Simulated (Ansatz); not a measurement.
# HfOs: the cost of one run

Computed with Ansatz 0.2.0 (DFT r2SCAN, scalar-relativistic, plane waves, PAW, unless a step's input says otherwise).

1 further run of the same task is left out (set aside as unsound or not needed). Runs told in other sessions of the task aren't counted.

### Step 1. The structure to begin with

Symmetry: Pm-3m, No. 221, cubic system. The conventional cell has a = 3.081 Å, b = 3.081 Å, c = 3.081 Å, α = 90.00°, β = 90.00°, γ = 90.00°. Ti (site symmetry m-3m) has 8 Os at 2.67 Å in its first shell of neighbours. Around Os (site symmetry m-3m) lie 8 Ti at 2.67 Å.

As a file:

```
Ti Os
1.0
     3.08092    0.00000    0.00000
     0.00000    3.08092    0.00000
     0.00000    0.00000    3.08092
Ti Os
1 1
Direct
  0.50000 0.50000 0.50000
  0.00000 0.00000 0.00000
```

This cell was relaxed beforehand with the same method: volume 14.62 Å³/atom, gap on the mesh none (metal).

### Step 2. The substitution Ti → Hf

The start of HfOs: fractional positions of relaxed TiOs, cell scaled by 1.034, a guess from tabulated radii.

### Step 3. Quick check of gap, pressure and forces (HfOs)

The input, input.yaml:

```yaml
crystal:
  lattice:
    - [3.1849251272, 0.0, 0.0]
    - [0.0, 3.1849251272, 0.0]
    - [0.0, 0.0, 3.1849251272]
  atoms:
    - { symbol: Hf, position: [0.5, 0.5, 0.5] }
    - { symbol: Os, position: [0.0, 0.0, 0.0] }
basis:
  ecutwfc: 500
kpoints:
  mp_grid: { grid: [6, 6, 6] }
hamiltonian:
  xc: r2scan
scf:
  occupations: { method: gaussian, width: 0.1 }
output:
  forces: true
  stress: true
  eigenvalues: true
```

Command:

```console
ansatz run input.yaml --threads 1 --pin off --max-ram 2560MiB --backend cpu --events-out ev --progress --plain --runs-dir out
```

Q: Estimate wall time and peak memory on 1 thread of Arm Neoverse V2, shared host.

About 2.5 s, with a peak of 0.36 GiB.
